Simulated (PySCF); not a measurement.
# [La(NH3)2]3+: forces at shaken geometries

How stiff is [La(NH3)2]3+? Its atoms are displaced at random by several amounts. The species was built from a template and needn't be a known compound.

Program: PySCF 2.14.0. Level of theory: BP86, La lcecp-1-SVP with ECP46, N def2-SVP, H def2-SVP; scalar-relativistic core potentials, no spin–orbit coupling. These are calculated values, not measurements.

3 further runs of the same task are left out: 2 for a known fault of the program, 1 that didn't finish.

### 1 The system as given

9 atoms, charge 3, spin multiplicity 1.

Bond lengths: La1–N2 2.532 Å, La1–N6 2.532 Å, N2–H3 1.050 Å, N2–H4 1.049 Å, N2–H5 1.050 Å, N6–H7 1.050 Å, N6–H8 1.049 Å, N6–H9 1.050 Å. Angles: N2–La1–N6 114.7°, La1–N2–H3 114.7°, La1–N2–H4 116.7°, La1–N2–H5 115.7°, H3–N2–H4 102.7°, H3–N2–H5 102.4°, H4–N2–H5 102.6°, La1–N6–H7 114.6°, La1–N6–H8 116.5°, La1–N6–H9 116.0°, H7–N6–H8 102.7°, H7–N6–H9 102.4°, H8–N6–H9 102.6°.

As a file:

```xyz
9
charge 3, multiplicity 1
La    1.1610   -0.1132    0.0001
N    -0.1994    0.0190    2.1318
H     0.2858    0.4947    2.9326
H    -1.1124    0.5333    2.0779
H    -0.4788   -0.9016    2.5525
N    -0.1992    0.0160   -2.1322
H     0.2728   -0.3910   -2.9775
H    -1.1262   -0.4755   -2.1276
H    -0.4530    0.9818   -2.4576
```

Formal oxidation states: La +3. The 4f shell is empty and lies in the core potential. An earlier session relaxed this geometry at BP86, La lcecp-1-SVP with ECP46, N def2-SVP, H def2-SVP (singlet, point group C1).

Its energy there is -143.560831 Eh.

### 2 Atoms moved at random, σ = 0.15 Å

Contents of run.py (the lines that set the calculation):

```python
mol = gto.M(atom='''
La     0.99213    -0.32362    -0.04937
N     -0.25814    -0.03210     2.02183
H      0.12297     0.57976     3.04945
H     -1.28982     0.54674     2.29966
H     -0.60626    -0.75580     2.45114
N     -0.08595    -0.06666    -2.02344
H      0.26109    -0.30812    -3.15105
H     -0.84046    -0.49159    -2.04631
H     -0.14502     1.01488    -2.55191''',
    basis={'La': 'lcecp-1-SVP', 'N': 'def2-SVP', 'H': 'def2-SVP'},
    ecp={'La': 'lcecp-1-SVP'},
    charge=3, spin=0)
mf = dft.RKS(mol, xc='B88,P86')
mf.grids.atom_grid = (50, 194)  # f atoms: unpruned, at least (60, 302)
mf = mf.density_fit()  # fitting sets: La AutoAux, N def2-universal-JKFIT, H def2-universal-JKFIT
mf.conv_tol = 1e-08; mf.max_cycle = 55
mf.kernel(dm0)  # dm0: the density of the relaxed state
```

Run with:

```console
$ OMP_NUM_THREADS=2 python run.py
```

The log of the run:

```text
init E= -143.130900411633
  HOMO = -0.983839775031246  LUMO = -0.73196175355675  gap/eV = 6.85395
cycle= 1 E= -143.386766806559  delta_E= -0.256  |g|= 0.35  |ddm|= 0.716
  HOMO = -0.812400007838055  LUMO = -0.667336545964123  gap/eV = 3.94738
cycle= 2 E= -143.300160960084  delta_E= 0.0866  |g|=  0.7  |ddm|= 0.79
  HOMO = -0.880726085686858  LUMO = -0.664297606912561  gap/eV = 5.88932
cycle= 3 E= -143.414544732347  delta_E= -0.114  |g|= 0.0631  |ddm|= 0.556
  HOMO = -0.877275074875219  LUMO = -0.66452733158943  gap/eV = 5.78916
cycle= 4 E= -143.415435823313  delta_E= -0.000891  |g|= 0.0207  |ddm|= 0.0634
  HOMO = -0.878977379797731  LUMO = -0.665566219281513  gap/eV = 5.80721
cycle= 5 E= -143.41552274913  delta_E= -8.69e-05  |g|= 0.00802  |ddm|= 0.0218
  HOMO = -0.878728246683164  LUMO = -0.665996283138045  gap/eV = 5.78873
cycle= 6 E= -143.415536971568  delta_E= -1.42e-05  |g|= 0.00126  |ddm|= 0.00709
  HOMO = -0.878797610151886  LUMO = -0.665779525666084  gap/eV = 5.79652
cycle= 7 E= -143.415537829117  delta_E= -8.58e-07  |g|= 0.000169  |ddm|= 0.00201
  HOMO = -0.878806624686636  LUMO = -0.665800369264267  gap/eV = 5.79620
cycle= 8 E= -143.41553783691  delta_E= -7.79e-09  |g|= 3.98e-05  |ddm|= 0.000193
  HOMO = -0.878818862499604  LUMO = -0.665797389297729  gap/eV = 5.79661
Extra cycle  E= -143.415537836404  delta_E= 5.05e-10  |g|= 6.21e-05  |ddm|= 0.0001
converged SCF energy = -143.415537836404
```

Wall time 4.3 s (2 threads of Arm Neoverse V1, shared host).

Result: E = -143.415538 Eh (+3.954 eV from the relaxed state), HOMO -23.91 eV, LUMO -18.12 eV, Mulliken charge on La1 +2.07 e, largest force component 11.540 eV/Å. The large-core potential holds the 4f shell empty.

| atom | Fx | Fy | Fz (eV/Å) |
| --- | --- | --- | --- |
| La1 | 1.755 | -0.264 | 1.965 |
| N2 | -0.255 | 10.237 | 1.808 |
| H3 | -0.140 | -1.994 | -3.186 |
| H4 | 2.411 | -1.028 | -1.956 |
| H5 | -2.286 | -7.276 | 3.605 |
| N6 | 11.142 | 8.493 | -6.903 |
| H7 | -0.237 | -0.471 | 2.974 |
| H8 | -11.540 | -5.310 | -0.503 |
| H9 | -0.851 | -2.389 | 2.195 |

### 3 Atoms moved at random, σ = 0.03 Å

Contents of run.py (the lines that set the calculation):

```python
mol = gto.M(atom='''
La     1.13375    -0.10339    -0.02307
N     -0.18680     0.05795     2.11333
H      0.29039     0.48813     2.99627
H     -1.12418     0.55864     2.02934
H     -0.50667    -0.94540     2.60757
N     -0.18057     0.01007    -2.10174
H      0.32311    -0.38720    -3.03476
H     -1.13995    -0.47492    -2.10505
H     -0.45853     0.95960    -2.48189''',
    basis={'La': 'lcecp-1-SVP', 'N': 'def2-SVP', 'H': 'def2-SVP'},
    ecp={'La': 'lcecp-1-SVP'},
    charge=3, spin=0)
mf = dft.RKS(mol, xc='B88,P86')
mf.grids.atom_grid = (50, 194)  # f atoms: unpruned, at least (60, 302)
mf = mf.density_fit()  # fitting sets: La AutoAux, N def2-universal-JKFIT, H def2-universal-JKFIT
mf.conv_tol = 1e-08; mf.max_cycle = 55
mf.kernel(dm0)  # dm0: the density of the relaxed state
```

Run with:

```console
$ OMP_NUM_THREADS=2 python run.py
```

The log of the run:

```text
init E= -143.349366766624
  HOMO = -0.918966561548413  LUMO = -0.709195484089238  gap/eV = 5.70816
cycle= 1 E= -143.541288671633  delta_E= -0.192  |g|= 0.151  |ddm|= 0.229
  HOMO = -0.831317553956534  LUMO = -0.677748272667486  gap/eV = 4.17883
cycle= 2 E= -143.521465828385  delta_E= 0.0198  |g|= 0.328  |ddm|= 0.392
  HOMO = -0.864038999344287  LUMO = -0.67339779776038  gap/eV = 5.18761
cycle= 3 E= -143.547011338693  delta_E= -0.0255  |g|= 0.0147  |ddm|= 0.267
  HOMO = -0.863535401162757  LUMO = -0.674063970660541  gap/eV = 5.15578
cycle= 4 E= -143.547051521811  delta_E= -4.02e-05  |g|= 0.00713  |ddm|= 0.0161
  HOMO = -0.864277857920407  LUMO = -0.674274865377918  gap/eV = 5.17024
cycle= 5 E= -143.547062261087  delta_E= -1.07e-05  |g|= 0.00236  |ddm|= 0.00679
  HOMO = -0.864340508246796  LUMO = -0.674356249552456  gap/eV = 5.16974
cycle= 6 E= -143.547063563623  delta_E= -1.3e-06  |g|= 0.000307  |ddm|= 0.00203
  HOMO = -0.864361195597786  LUMO = -0.674332218640911  gap/eV = 5.17095
cycle= 7 E= -143.547063593171  delta_E= -2.95e-08  |g|= 3.31e-05  |ddm|= 0.000422
  HOMO = -0.864365779242694  LUMO = -0.674334838335761  gap/eV = 5.17101
cycle= 8 E= -143.54706359349  delta_E= -3.19e-10  |g|= 6.1e-06  |ddm|= 4.24e-05
  HOMO = -0.864366490374106  LUMO = -0.674334520731385  gap/eV = 5.17103
Extra cycle  E= -143.547063593491  delta_E= -6.54e-13  |g|= 6.75e-06  |ddm|= 1.11e-05
converged SCF energy = -143.547063593491
```

It took 4.2 s on 2 threads of Arm Neoverse V1, shared host.

Result: E = -143.547064 Eh (+0.375 eV from the relaxed state), HOMO -23.52 eV, LUMO -18.35 eV, Mulliken charge on La1 +2.10 e, largest force component 2.426 eV/Å. The large-core potential holds the 4f shell empty.

| atom | Fx | Fy | Fz (eV/Å) |
| --- | --- | --- | --- |
| La1 | 0.287 | -0.003 | 0.401 |
| N2 | -0.694 | -1.970 | 2.223 |
| H3 | -0.600 | -0.187 | -1.199 |
| H4 | 0.577 | -0.190 | 0.277 |
| H5 | 0.672 | 2.339 | -1.368 |
| N6 | -0.126 | -0.586 | -2.426 |
| H7 | -1.056 | 0.512 | 1.893 |
| H8 | 0.818 | 0.160 | -0.095 |
| H9 | 0.122 | -0.075 | 0.294 |

### 4 Atoms moved at random, σ = 0.1 Å

Contents of run.py (the lines that set the calculation):

```python
mol = gto.M(atom='''
La     1.01495    -0.06275     0.14837
N     -0.21446     0.00850     2.23804
H      0.41503     0.42877     3.00693
H     -1.00864     0.42810     2.05620
H     -0.35560    -0.93101     2.15359
N      0.03599    -0.04737    -2.08437
H      0.07893    -0.24980    -2.92905
H     -1.38766    -0.35121    -2.12583
H     -0.42799     0.94025    -2.46387''',
    basis={'La': 'lcecp-1-SVP', 'N': 'def2-SVP', 'H': 'def2-SVP'},
    ecp={'La': 'lcecp-1-SVP'},
    charge=3, spin=0)
mf = dft.RKS(mol, xc='B88,P86')
mf.grids.atom_grid = (50, 194)  # f atoms: unpruned, at least (60, 302)
mf = mf.density_fit()  # fitting sets: La AutoAux, N def2-universal-JKFIT, H def2-universal-JKFIT
mf.conv_tol = 1e-08; mf.max_cycle = 55
mf.kernel(dm0)  # dm0: the density of the relaxed state
```

Run with:

```console
$ OMP_NUM_THREADS=2 python run.py
```

The log of the run:

```text
init E= -143.103024336705
  HOMO = -0.903403742271742  LUMO = -0.750046549870014  gap/eV = 4.17306
cycle= 1 E= -143.343048982589  delta_E= -0.24  |g|= 0.457  |ddm|= 0.968
  HOMO = -0.781476744079516  LUMO = -0.682812880962595  gap/eV = 2.68478
cycle= 2 E= -143.078146021167  delta_E= 0.265  |g|=  1.1  |ddm|= 1.26
  HOMO = -0.856812855628206  LUMO = -0.67691143708317  gap/eV = 4.89537
cycle= 3 E= -143.394192300367  delta_E= -0.316  |g|= 0.0894  |ddm|= 0.928
  HOMO = -0.856889203525036  LUMO = -0.68150286730738  gap/eV = 4.77251
cycle= 4 E= -143.396488176311  delta_E= -0.0023  |g|= 0.0201  |ddm|= 0.103
  HOMO = -0.858517275022564  LUMO = -0.683758431613321  gap/eV = 4.75543
cycle= 5 E= -143.3966132153  delta_E= -0.000125  |g|= 0.0053  |ddm|= 0.0296
  HOMO = -0.857849362902908  LUMO = -0.682758875762707  gap/eV = 4.76445
cycle= 6 E= -143.396624256346  delta_E= -1.1e-05  |g|= 0.00118  |ddm|= 0.00894
  HOMO = -0.858029912352929  LUMO = -0.682746178003332  gap/eV = 4.76971
cycle= 7 E= -143.396624456642  delta_E= -2e-07  |g|= 0.000658  |ddm|= 0.00135
  HOMO = -0.857964435543547  LUMO = -0.682792404027362  gap/eV = 4.76667
cycle= 8 E= -143.396624569635  delta_E= -1.13e-07  |g|= 0.000121  |ddm|= 0.000757
  HOMO = -0.857971664417246  LUMO = -0.682787543041475  gap/eV = 4.76700
cycle= 9 E= -143.396624573634  delta_E= -4e-09  |g|= 1.31e-05  |ddm|= 0.000126
  HOMO = -0.857972859843194  LUMO = -0.682789903735513  gap/eV = 4.76697
Extra cycle  E= -143.396624573646  delta_E= -1.23e-11  |g|= 1.13e-05  |ddm|= 2.94e-05
converged SCF energy = -143.396624573646
```

It took 4.4 s on 2 threads of Arm Neoverse V1, shared host.

Result: E = -143.396625 Eh (+4.468 eV from the relaxed state), HOMO -23.35 eV, LUMO -18.58 eV, Mulliken charge on La1 +2.04 e, largest force component 11.679 eV/Å. The large-core potential holds the 4f shell empty.

| atom | Fx | Fy | Fz (eV/Å) |
| --- | --- | --- | --- |
| La1 | 1.501 | 0.054 | -1.412 |
| N2 | 7.688 | 1.539 | 0.245 |
| H3 | -1.447 | -0.932 | -0.181 |
| H4 | -6.478 | 3.686 | -0.233 |
| H5 | -0.843 | -4.522 | 1.536 |
| N6 | -8.058 | 5.364 | 9.712 |
| H7 | 2.155 | -4.469 | -11.679 |
| H8 | 3.987 | 0.173 | 0.461 |
| H9 | 1.496 | -0.894 | 1.551 |

### 5 The displacements side by side

| σ (Å) | energy rise (eV) | harmonic estimate −½ F·u (eV) | largest force component (eV/Å) |
| --- | --- | --- | --- |
| 0.15 | 3.954 | 4.060 | 11.54 |
| 0.03 | 0.375 | 0.347 | 2.43 |
| 0.1 | 4.468 | 3.325 | 11.68 |

Every displacement raises the energy. For a harmonic well the rise equals −½ F·u; the two differ by at most 26 % here (a move with σ = 0.1 Å), from anharmonicity, the grid and the small forces left at the relaxed point. These are double-zeta-type bases without diffuse functions. Spin–orbit coupling is left out.
